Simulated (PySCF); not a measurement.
# C₃H₁₃NSi₂: NMR shifts, electronic excitations and K edges in gas and solvents

Aim: compute the NMR shifts, electronic excitations and K edges of C₃H₁₃NSi₂ (`CC(C)N([SiH3])[SiH3]`), and see what a dielectric continuum does where one was used.

The runs use PySCF 2.14.0, with density-fitted response routines of our own; the level of theory stands in each step. All values are computed, except where a source is named. Atoms are numbered from 0 throughout.

### 1 The molecule as given

19 atoms, charge 0, multiplicity 1; geometry from: GFN2-xTB.

Bonds of the start (Å): C0–C1 1.53, C1–C2 1.53, C1–N3 1.46, N3–Si4 1.73, N3–Si5 1.74, C0–H6 1.09, C0–H7 1.09, C0–H8 1.09, C1–H9 1.10, C2–H10 1.09, C2–H11 1.09, C2–H12 1.09, Si4–H13 1.47, Si4–H14 1.46, Si4–H15 1.47, Si5–H16 1.47, Si5–H17 1.47, Si5–H18 1.46.

### 2 Geometry optimisation at PBE0-D3(BJ)/def2-SVP

Job settings and geometry (Å):

```
{"job": {"xc": "PBE0", "basis": "def2-SVP", "d3": "d3bj", "grid": 1, "kind": "geom"}, "charge": 0, "multiplicity": 1}
C     -1.072684     1.010148     1.198906
C     -0.665288    -0.251531     0.444322
C     -1.683169    -0.589824    -0.643952
N      0.680133    -0.151879    -0.108342
Si     1.719646    -1.493292     0.250672
Si     1.147679     1.259145    -1.004838
H     -2.012709     0.846166     1.721924
H     -1.195379     1.842204     0.510442
H     -0.308352     1.270191     1.926976
H     -0.661705    -1.080416     1.164146
H     -1.759211     0.227020    -1.356168
H     -1.370668    -1.484323    -1.177242
H     -2.662845    -0.765313    -0.204997
H      1.102781    -2.730208    -0.248092
H      3.000683    -1.245020    -0.396361
H      1.875218    -1.598583     1.708193
H      0.056733     1.695131    -1.883271
H      1.493682     2.365703    -0.100864
H      2.305652     0.883930    -1.808915
```

Command:

```bash
$ OMP_NUM_THREADS=1 python probes_run.py task.json out
```

This one command runs all jobs of the session in turn.

The log of the run:

```text
step   0  E = -755.14424119  max force = 0.012756
step   1  E = -755.14839642  max force = 0.002451
step   2  E = -755.14854217  max force = 0.000912
step   3  E = -755.14857014  max force = 0.000443
step   4  E = -755.14859070  max force = 0.000596
step   5  E = -755.14861558  max force = 0.000756
step   6  E = -755.14862708  max force = 0.000461
step   7  E = -755.14863197  max force = 0.000175
optimisation converged
```

Wall time 3.9 min (1 thread, shared host).

Along the way:

```
step  energy from step 0 (eV)  largest force component (eV/Å)
   0                   0.0000                          0.6559
   1                  -0.1131                          0.1260
   2                  -0.1170                          0.0469
   3                  -0.1178                          0.0228
   4                  -0.1184                          0.0306
   5                  -0.1190                          0.0389
   6                  -0.1193                          0.0237
   7                  -0.1195                          0.0090
```

Distances of close pairs at the start and the end, largest changes first:

```
   bond  before (Å)  after (Å)  change (Å)
Si4–H14       1.456      1.491      +0.035
Si5–H18       1.459      1.491      +0.032
Si5–H16       1.467      1.497      +0.030
Si4–H13       1.469      1.499      +0.030
Si4–H15       1.470      1.499      +0.029
Si5–H17       1.470      1.498      +0.028
  C1–N3       1.458      1.476      +0.018
  C0–H7       1.087      1.103      +0.017
```

The final coordinates are the input of the step that follows.

```
                         at the end point                value
  point group (found at 0.08 Å tolerance)                   C1
rotational constants (GHz, main isotopes)  2.338, 1.831, 1.326
                        dipole moment (D)                 1.13
```

### 3 Nuclear shieldings: PBE0/pcSseg-1 in water

Job settings and geometry (Å):

```
{"job": {"kind": "nmr", "xc": "PBE0", "basis": "pcSseg-1", "solvent": "water", "pop": true}, "charge": 0, "multiplicity": 1}
C     -1.068182     1.099150     1.282725
C     -0.666751    -0.165382     0.535343
C     -1.687531    -0.550157    -0.529749
N      0.690759    -0.059415    -0.035170
Si     1.716298    -1.441173     0.248569
Si     1.183882     1.359297    -0.928474
H     -2.052993     0.975840     1.757688
H     -1.142236     1.960606     0.597199
H     -0.332420     1.346875     2.061785
H     -0.643102    -0.983320     1.281746
H     -1.769245     0.238038    -1.294693
H     -1.390889    -1.481792    -1.033842
H     -2.684974    -0.698808    -0.087691
H      1.080949    -2.698287    -0.264431
H      3.021650    -1.228616    -0.440224
H      1.953894    -1.645311     1.714220
H      0.150466     1.756569    -1.936435
H      1.425529     2.556095    -0.060952
H      2.454382     1.022572    -1.632707
```

Method: GIAO PBE0/pcSseg-1 NMR shielding, non-relativistic, IEF-PCM water.

The log of the run:

```text
coarse grid: 15632 points
cycle   1  E = -755.3188524286  dE =  1.473e-01  |g| = 4.459e-01  |ddm| = 3.686e+00
cycle   2  E = -755.2843651197  dE =  3.449e-02  |g| = 5.932e-01  |ddm| = 9.136e-01
cycle   3  E = -755.3638614013  dE = -7.950e-02  |g| = 9.114e-02  |ddm| = 5.955e-01
cycle   4  E = -755.3655283370  dE = -1.667e-03  |g| = 2.617e-02  |ddm| = 9.326e-02
cycle   5  E = -755.3656865473  dE = -1.582e-04  |g| = 4.472e-03  |ddm| = 2.337e-02
cycle   6  E = -755.3656900331  dE = -3.486e-06  |g| = 1.186e-03  |ddm| = 4.975e-03
final grid: 138304 points
cycle   7  E = -755.3984157648  dE = -2.852e-05  |g| = 8.081e-03  |ddm| = 2.534e-02
cycle   8  E = -755.3984040635  dE =  1.170e-05  |g| = 1.065e-02  |ddm| = 1.692e-02
cycle   9  E = -755.3984323236  dE = -2.826e-05  |g| = 1.173e-03  |ddm| = 1.003e-02
cycle  10  E = -755.3984326012  dE = -2.776e-07  |g| = 2.529e-04  |ddm| = 1.063e-03
cycle  11  E = -755.3984326140  dE = -1.282e-08  |g| = 5.339e-05  |ddm| = 2.336e-04
cycle  12  E = -755.3984326145  dE = -5.471e-10  |g| = 1.988e-05  |ddm| = 5.989e-05
converged SCF energy = -755.3984326145

GIAO shielding tensors (ppm)
atom      isotropic    diamagn.    paramagn.     s11        s22        s33       span
  0 C      158.998     248.848     -89.850    143.371    152.180    181.444     38.073
  1 C      134.581     241.840    -107.259    112.864    130.375    160.505     47.641
  2 C      163.094     248.214     -85.120    140.671    162.868    185.742     45.071
  3 N      243.735     329.642     -85.907    208.515    227.917    294.774     86.259
  4 Si     397.879     880.219    -482.341    348.215    365.220    480.201    131.986
  5 Si     411.646     880.288    -468.642    372.643    385.637    476.658    104.015
  6 H       29.933      29.419       0.515     25.620     27.302     36.878     11.258
  7 H       29.969      30.980      -1.011     26.509     29.212     34.185      7.676
  8 H       29.873      30.541      -0.669     26.067     27.644     35.908      9.841
  9 H       28.240      32.547      -4.306     24.363     28.091     32.267      7.904
 10 H       29.802      31.080      -1.277     25.918     29.331     34.157      8.239
 11 H       30.015      30.842      -0.827     25.550     28.630     35.867     10.317
 12 H       30.291      29.810       0.480     25.819     27.623     37.430     11.611
 13 H       26.615      29.665      -3.049     22.674     25.114     32.058      9.385
 14 H       26.609      29.576      -2.966     22.931     25.392     31.505      8.574
 15 H       26.684      29.437      -2.753     22.819     24.910     32.324      9.505
 16 H       26.463      29.963      -3.499     22.628     25.162     31.599      8.971
 17 H       26.735      29.584      -2.849     23.115     24.721     32.368      9.253
 18 H       26.795      29.878      -3.082     23.217     25.667     31.501      8.284
```

Run time: 79 s. Hardware: 1 thread, shared host.

The references, computed at this level on geometries of the same kind, shield at (ppm): 1H TMS 31.24, 13C TMS 185.5, 29Si TMS 351.8, 15N NH3 268.6. Their shielding less the atom's gives the shift. The references are single molecules in the same continuum, so shifts against H2O, NH3, PH3, H3PO4 or CFCl3 are not on the usual liquid scales and can be off by tens of ppm. Atoms listed in one row are averaged.

```
                       atoms                        environment  σ (ppm)  δ (ppm)
                          C1                 sp3 CH bonded to N    134.6     50.9
                      C0, C2                      methyl carbon    161.0     24.5
H13, H14, H15, H16, H17, H18  hydrogen on a silicon bonded to N    26.65     4.59
                          H9  hydrogen on an sp3 CH bonded to N    28.24     3.00
   H6, H7, H8, H10, H11, H12        hydrogen on a methyl carbon    29.98     1.26
                          N3         nitrogen bonded to C, 2 Si    243.7     24.8
                    Si4, Si5           silicon bonded to N, 3 H    404.8    -53.0
```

Charges from the same density, by scheme (e):

```
   atoms  Mulliken    IAO  Hirshfeld  ESP fit
  C0, C2     -0.23  -0.42      -0.12    -0.59
      C1     -0.13   0.02       0.03     0.57
      N3     -0.92  -0.77      -0.26    -0.50
Si4, Si5      0.62   0.71       0.33     0.45
```

Mayer bond orders: C0–C1 1.05, C1–C2 1.03, C1–N3 0.86, N3–Si4 0.94, N3–Si5 0.93.

### 4 Excited states and response: CAM-B3LYP/def2-SVPD

Same as in step 3 but for these lines:

```diff
@@ -1,2 +1,2 @@
-{"job": {"kind": "nmr", "xc": "PBE0", "basis": "pcSseg-1", "solvent": "water", "pop": true}, "charge": 0, "multiplicity": 1}
+{"job": {"kind": "uv", "xc": "CAM-B3LYP", "basis": "def2-SVPD", "dynamic": true, "nstates": 6, "ntriplets": 0}, "charge": 0, "multiplicity": 1}
 C     -1.068182     1.099150     1.282725
```

Method: TDDFT CAM-B3LYP/def2-SVPD, vertical, gas phase, core orbitals frozen in the response.

The log of the run:

```text
coarse grid: 15632 points
cycle   1  E = -755.3661117280  dE =  2.121e-01  |g| = 4.194e-01  |ddm| = 6.062e+00
cycle   2  E = -755.3651608450  dE =  9.509e-04  |g| = 4.482e-01  |ddm| = 1.256e+00
cycle   3  E = -755.4084037832  dE = -4.324e-02  |g| = 7.022e-02  |ddm| = 6.398e-01
cycle   4  E = -755.4094183240  dE = -1.015e-03  |g| = 2.749e-02  |ddm| = 1.584e-01
cycle   5  E = -755.4096060547  dE = -1.877e-04  |g| = 3.366e-03  |ddm| = 5.072e-02
cycle   6  E = -755.4096091094  dE = -3.055e-06  |g| = 4.820e-04  |ddm| = 9.844e-03
final grid: 138304 points
cycle   7  E = -755.5142155440  dE = -2.786e-05  |g| = 3.004e-03  |ddm| = 8.322e-02
cycle   8  E = -755.5142157079  dE = -1.639e-07  |g| = 3.033e-03  |ddm| = 1.226e-02
cycle   9  E = -755.5142180012  dE = -2.293e-06  |g| = 3.791e-04  |ddm| = 4.415e-03
cycle  10  E = -755.5142180260  dE = -2.482e-08  |g| = 1.966e-04  |ddm| = 7.493e-04
cycle  11  E = -755.5142180348  dE = -8.838e-09  |g| = 2.798e-05  |ddm| = 4.109e-04
cycle  12  E = -755.5142180350  dE = -2.094e-10  |g| = 7.993e-06  |ddm| = 7.912e-05
converged SCF energy = -755.5142180350

Static polarisability (au): isotropic 98.133, principal 89.741 100.553 104.105

Singlet excitations
state   eV       nm        f      main configurations
  1   6.1665    201.1   0.00225   H->L 0.58, H->L+1 0.33
  2   6.7099    184.8   0.02539   H->L+1 0.51, H->L 0.27, H->L+3 0.09
  3   7.0332    176.3   0.00469   H->L+3 0.54, H->L+5 0.15, H->L 0.09
  4   7.1275    174.0   0.00536   H->L+4 0.87
  5   7.3583    168.5   0.00121   H->L+2 0.65, H->L+3 0.10, H->L+7 0.08
  6   7.5534    164.1   0.00243   H->L+7 0.35, H->L+5 0.32, H->L+2 0.13
```

It took 2.3 min on 1 thread, shared host.

The orbitals next to the gap, with their largest atomic shares:

```
orbital      eV                         atoms
 HOMO−3  -10.96  Si5 21 %, Si4 19 %, H17 16 %
 HOMO−2  -10.67  Si4 24 %, H14 18 %, Si5 15 %
 HOMO−1  -10.45    N3 16 %, C1 14 %, Si5 13 %
   HOMO   -8.26     N3 51 %, Si5 9 %, Si4 9 %
   LUMO    1.03    Si4 22 %, Si5 16 %, C2 8 %
 LUMO+1    1.28   Si5 22 %, Si4 22 %, H13 7 %
 LUMO+2    1.70   Si4 30 %, Si5 19 %, H13 7 %
```

With each of the 6 states as a Gaussian band of 0.4 eV half-width at 1/e, the curve within the window shown has maxima at 183 nm (ε 1,200) L/(mol cm). Beyond the last state computed it falls off for lack of states. The curve at chosen wavelengths:

(nm, ε (L/mol/cm)): (158, 78), (161, 148), (163, 209), (166, 325), (168, 421), (171, 597), (173, 733), (176, 946), (178, 1077), (181, 1213), (184, 1237), (186, 1182), (189, 1014), (191, 868), (194, 642), (196, 507), (199, 344), (202, 229), (204, 175), (207, 117), (209, 90), (212, 59), (214, 44), (217, 28), (219, 20), (222, 12)

Ground-state properties from the same run:

```
           property  computed
  dipole moment (D)      1.13
polarisability (Å³)     14.54
 HOMO–LUMO gap (eV)      9.29
      −ε(HOMO) (eV)      8.26
C6 with itself (au)      3737
```

### 5 TDDFT and polarisability: CAM-B3LYP/def2-SVPD in water

Same as in step 4 but for these lines:

```diff
@@ -1,2 +1,2 @@
-{"job": {"kind": "uv", "xc": "CAM-B3LYP", "basis": "def2-SVPD", "dynamic": true, "nstates": 6, "ntriplets": 0}, "charge": 0, "multiplicity": 1}
+{"job": {"kind": "uv", "xc": "CAM-B3LYP", "basis": "def2-SVPD", "solvent": "water", "nstates": 6, "ntriplets": 0}, "charge": 0, "multiplicity": 1}
 C     -1.068182     1.099150     1.282725
```

Level: TDDFT CAM-B3LYP/def2-SVPD, vertical, IEF-PCM water (non-equilibrium linear response), core orbitals frozen in the response.

The log of the run:

```text
coarse grid: 15632 points
cycle   1  E = -755.3684620496  dE =  2.104e-01  |g| = 4.158e-01  |ddm| = 6.066e+00
cycle   2  E = -755.3687412492  dE = -2.792e-04  |g| = 4.394e-01  |ddm| = 1.248e+00
cycle   3  E = -755.4101692657  dE = -4.143e-02  |g| = 6.733e-02  |ddm| = 6.344e-01
cycle   4  E = -755.4110958192  dE = -9.266e-04  |g| = 2.685e-02  |ddm| = 1.545e-01
cycle   5  E = -755.4112737771  dE = -1.780e-04  |g| = 3.173e-03  |ddm| = 4.954e-02
cycle   6  E = -755.4112765635  dE = -2.786e-06  |g| = 3.904e-04  |ddm| = 9.835e-03
final grid: 138304 points
cycle   7  E = -755.5158814768  dE = -2.797e-05  |g| = 2.944e-03  |ddm| = 8.313e-02
cycle   8  E = -755.5158818116  dE = -3.347e-07  |g| = 2.874e-03  |ddm| = 1.242e-02
cycle   9  E = -755.5158838597  dE = -2.048e-06  |g| = 3.588e-04  |ddm| = 4.372e-03
cycle  10  E = -755.5158838813  dE = -2.162e-08  |g| = 1.994e-04  |ddm| = 7.714e-04
cycle  11  E = -755.5158838905  dE = -9.196e-09  |g| = 2.406e-05  |ddm| = 4.144e-04
cycle  12  E = -755.5158838907  dE = -1.646e-10  |g| = 8.066e-06  |ddm| = 8.249e-05
converged SCF energy = -755.5158838907

Static polarisability (au): isotropic 134.983, principal 128.210 137.482 139.255

Singlet excitations
state   eV       nm        f      main configurations
  1   6.1622    201.2   0.00295   H->L+1 0.49, H->L 0.44
  2   6.6489    186.5   0.03346   H->L 0.42, H->L+1 0.38, H->L+4 0.09
  3   7.0368    176.2   0.00566   H->L+3 0.58, H->L+4 0.10, H->L+2 0.09
  4   7.1056    174.5   0.00678   H->L+4 0.67, H->L+3 0.22
  5   7.3004    169.8   0.00188   H->L+2 0.72, H->L+3 0.08
  6   7.6076    163.0   0.00185   H->L+7 0.43, H->L+5 0.29, H->L+2 0.09
```

Run time: 1.9 min. Hardware: 1 thread, shared host.

In short: HOMO -8.15 eV, LUMO 1.16 eV; lowest singlet 6.16 eV.

### 6 Core excitations: BHandHLYP/def2-SVPD+aug-pcX-1+pcseg-1

Same as in step 5 but for these lines:

```diff
@@ -1,2 +1,2 @@
-{"job": {"kind": "uv", "xc": "CAM-B3LYP", "basis": "def2-SVPD", "solvent": "water", "nstates": 6, "ntriplets": 0}, "charge": 0, "multiplicity": 1}
+{"job": {"kind": "xas", "xc": "BHandHLYP", "basis": {"default": "aug-pcX-1", "H": "pcseg-1", "Si": "def2-SVPD"}}, "charge": 0, "multiplicity": 1}
 C     -1.068182     1.099150     1.282725
```

Method: core-valence-separated TDA BHandHLYP/aug-pcX-1 H:pcseg-1 Si:def2-SVPD, K edges, non-relativistic, gas phase.

The log of the run:

```text
coarse grid: 15632 points
cycle   1  E = -755.4688591735  dE =  2.105e-01  |g| = 3.950e-01  |ddm| = 5.758e+00
cycle   2  E = -755.4820267272  dE = -1.317e-02  |g| = 3.558e-01  |ddm| = 8.938e-01
cycle   3  E = -755.5079477586  dE = -2.592e-02  |g| = 7.553e-02  |ddm| = 4.262e-01
cycle   4  E = -755.5090330684  dE = -1.085e-03  |g| = 2.845e-02  |ddm| = 1.341e-01
cycle   5  E = -755.5092210078  dE = -1.879e-04  |g| = 2.812e-03  |ddm| = 3.695e-02
cycle   6  E = -755.5092228949  dE = -1.887e-06  |g| = 5.065e-04  |ddm| = 6.782e-03
final grid: 138304 points
cycle   7  E = -755.5852344604  dE = -5.122e-05  |g| = 2.845e-03  |ddm| = 6.243e-02
cycle   8  E = -755.5852347133  dE = -2.529e-07  |g| = 2.546e-03  |ddm| = 9.126e-03
cycle   9  E = -755.5852362639  dE = -1.551e-06  |g| = 3.969e-04  |ddm| = 3.500e-03
cycle  10  E = -755.5852362895  dE = -2.568e-08  |g| = 2.072e-04  |ddm| = 8.178e-04
cycle  11  E = -755.5852362985  dE = -8.981e-09  |g| = 2.231e-05  |ddm| = 2.508e-04
cycle  12  E = -755.5852362987  dE = -1.357e-10  |g| = 8.863e-06  |ddm| = 5.707e-05
converged SCF energy = -755.5852362987

C K edge
   eV          f      from atoms
  285.340   0.01036   C2
  285.420   0.01028   C0
  286.073   0.02239   C2
  286.125   0.02829   C0
  286.169   0.02769   C2
  286.182   0.02887   C0
  286.592   0.02718   C1
  286.614   0.01014   C2
  286.624   0.00898   C0
  286.957   0.00218   C2
  287.053   0.00032   C0
  287.110   0.00246   C2
  287.181   0.00070   C0
  287.344   0.00731   C2
  287.498   0.00821   C2
  287.599   0.01292   C0

N K edge
   eV          f      from atoms
  399.456   0.00626   N3
  400.228   0.01741   N3
  400.385   0.02761   N3
  400.542   0.00208   N3
  400.649   0.00302   N3
  401.243   0.00119   N3
  401.274   0.00889   N3
  401.366   0.00181   N3
```

Run time: 80 s. Hardware: 1 thread, shared host.

### 7 Comparing the runs: electronic excitations

Excitations and ground-state properties, with basis size and wall time:

```
                         run  lowest singlet (eV)  brightest (eV)      f  gap (eV)  α (Å³)  μ (D)  functions     time
         CAM-B3LYP/def2-SVPD                 6.17            6.71  0.025      9.29   14.54   1.13        232  2.3 min
CAM-B3LYP/def2-SVPD in water                 6.16            6.65  0.033      9.31   20.00   1.51        232  1.9 min
```

### 8 What came out

| quantity | value |
| --- | --- |
| point group | C1 |
| rotational constants (main isotopes) | 2.34, 1.83, 1.33 GHz |
| 13C shifts against TMS (PBE0/pcSseg-1, water, means over atoms taken as alike) | 50.9, 24.5 ppm |
| 1H shifts against TMS (PBE0/pcSseg-1, water, means over atoms taken as alike) | 4.59, 3.00, 1.26 ppm |
| 15N shifts against NH3 (PBE0/pcSseg-1, water) | 24.8 ppm |
| 29Si shifts against TMS (PBE0/pcSseg-1, water, means over atoms taken as alike) | -53.0 ppm |
| lowest singlet (CAM-B3LYP/def2-SVPD) | 6.17 eV (201 nm), f = 0.002 |
| brightest single state of those computed | state 2, 6.71 eV, f = 0.025 |
| C K edge | first line 285.34 eV, strongest 286.18 eV (f = 0.029) |
| N K edge | first line 399.46 eV, strongest 400.38 eV (f = 0.028) |
| range of the lowest singlet | 6.16 to 6.17 eV |

Over 7 steps the energy fell by 0.119 eV; of the close pairs, Si4–H14 changed most, 1.456 to 1.491 Å. C1 (sp3 CH bonded to N) lies farthest downfield among carbon, at 50.9 ppm; pulled downfield by the heteroatom. At PBE0/pcSseg-1: Shielding is most anisotropic at Si4, Si5 (span 118 ppm, paramagnetic term -475 ppm). The first singlet state (HOMO→LUMO 0.58, HOMO→LUMO+1 0.33) lies at 6.17 eV and is weak; of the 6 states computed, the strongest absorption comes from state 2 at 6.71 eV. At the C edge the strongest single line lifts a 1s electron of C0 into several orbitals, led by LUMO+4 (weight 0.32), 0.8 eV above the first line. At the N edge the strongest single line lifts a 1s electron of N3 into several orbitals, led by LUMO+5 (weight 0.47), 0.9 eV above the first line. Absolute edge energies from this method are off by several eV; spacings are better.
